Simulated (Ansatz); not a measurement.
# GdO (zincblende): exact exchange against the cheap answer

Aim: see how the gap and pressure of GdO (zincblende) move with the amount and range of exact exchange, and what each run costs.

Computed with Ansatz 0.2.0 (DFT at several levels, plane waves, PAW, unless a step's input says otherwise).

1 further run of the same task is left out (set aside as unsound or not needed).

### 1 The structure to begin with

The structure is cubic, space group F-43m (No. 216). Conventional cell: a = 5.400 Å, b = 5.400 Å, c = 5.400 Å, α = 90.00°, β = 90.00°, γ = 90.00°. Gd (site symmetry -43m) is surrounded by 4 O at 2.34 Å. O (site symmetry -43m) has 4 Gd at 2.34 Å as nearest neighbours.

As a file:

```
CELL_PARAMETERS angstrom
0.00000 2.70000 2.70000
2.70000 0.00000 2.70000
2.70000 2.70000 0.00000
ATOMIC_POSITIONS crystal
Gd 0.00000 0.00000 0.00000
O 0.25000 0.25000 0.25000
```

An earlier run at PBE+U (U_eff = 6 eV on Gd 4f) left this cell at 19.683 Å³/atom and -0.19 GPa (8×8×8 mesh), metallic, moments in the atoms' spheres Gd 7.02 μB.

All runs below keep this geometry.

Levels to run, all on a 6×6×6 mesh: PBE with U = 6 eV on Gd 4f; PBE; HSE06 form (fraction 0.1); PBE0 form (fraction 0.1); PBE0 form (fraction 0.4). Hardware: 4 threads of Arm Neoverse V1, shared host.

### 2 PBE with U = 6 eV on Gd 4f

input.yaml

```yaml
crystal:
  lattice:
    - [0.0, 2.7, 2.7]
    - [2.7, 0.0, 2.7]
    - [2.7, 2.7, 0.0]
  atoms:
    - { symbol: Gd, position: [0.0, 0.0, 0.0], spin: 7.72 }
    - { symbol: O, position: [0.25, 0.25, 0.25] }
basis:
  ecutwfc: 420
  ecutrho_ratio: 4
kpoints:
  mp_grid: { grid: [6, 6, 6] }
hamiltonian:
  xc: pbe
  hubbard: { sites: [{ species: Gd, l: f, u_eff: 6.0 }] }
scf:
  occupations: { method: gaussian, width: 0.05 }
  lower_state_search: "off"
output:
  forces: true
  stress: true
  eigenvalues: true
  populations: true
  hubbard: { sites: [{ species: Gd, l: f }] }
  write_density: true
  write_potential: true
  elf: true
  volumetric_format: npy
magnetization:
  spin_polarized: true
checkpoint:
  read: start.run
  write: ck
  compress: false
  write_wavefunctions: false
  write_every: 100000
```

The run starts from a saved state of the same cell, the folder start.run.

Command:

```console
$ ansatz run input.yaml --threads 4 --pin off --max-ram 6144MiB --backend cpu --events-out ev --progress --plain --runs-dir out
```

The runs that follow: PBE; HSE06 form (fraction 0.1); PBE0 form (fraction 0.1); PBE0 form (fraction 0.4).

What does the calculation give? Wanted: for each run, exact exchange; change of gap; pressure; largest spin moment.

The runs gave:

| level | exact exchange | gap on the mesh (eV) | change of gap (eV) | pressure (GPa) | largest spin moment (μB) | wall time | CPU time |
| --- | --- | --- | --- | --- | --- | --- | --- |
| PBE with U = 6 eV on Gd 4f | 0.00 | metal | 0 | -0.1 | 7.01 | 1.4 s | 4.5 s |
| PBE | 0.00 | metal | 0 | -0.7 | 6.81 | 2.2 s | 7.1 s |
| HSE06 form (fraction 0.1) | 0.10 | metal | 0 | -1.4 | 7.00 | 24 s | 86 s |
| PBE0 form (fraction 0.1) | 0.10 | metal | 0 | -1.4 | 7.00 | 35 s | 2.1 min |
| PBE0 form (fraction 0.4) | 0.40 | 1.21 | +1.21 | -2.9 | 7.04 | 39 s | 2.3 min |

Changes count from PBE with U = 6 eV on Gd 4f. Times are on 4 threads of Arm Neoverse V1, shared host; the hybrid runs also made densities of states.

Exact exchange opens a gap in 1 of 3 runs, where PBE with U = 6 eV on Gd 4f gives a metal. The pressure spans -2.9 to -0.1 GPa, negative where a level wants a smaller cell on this coarse mesh, whose own error is in all of them. «metal» means no gap on the mesh; bands that overlap can still move apart without opening one. The median run with exact exchange took 28 times the CPU time of the cheap one, which started from a converged state. Gaps are over this coarse mesh alone, and total energies of different levels can't be compared. Open d and f shells can converge to several self-consistent states; these numbers belong to the ones reached here. The program warned that the SCF threshold is loose for the stress of this hybrid run. Spin–orbit coupling is left out, though the cell holds Gd; it splits the 4f levels.
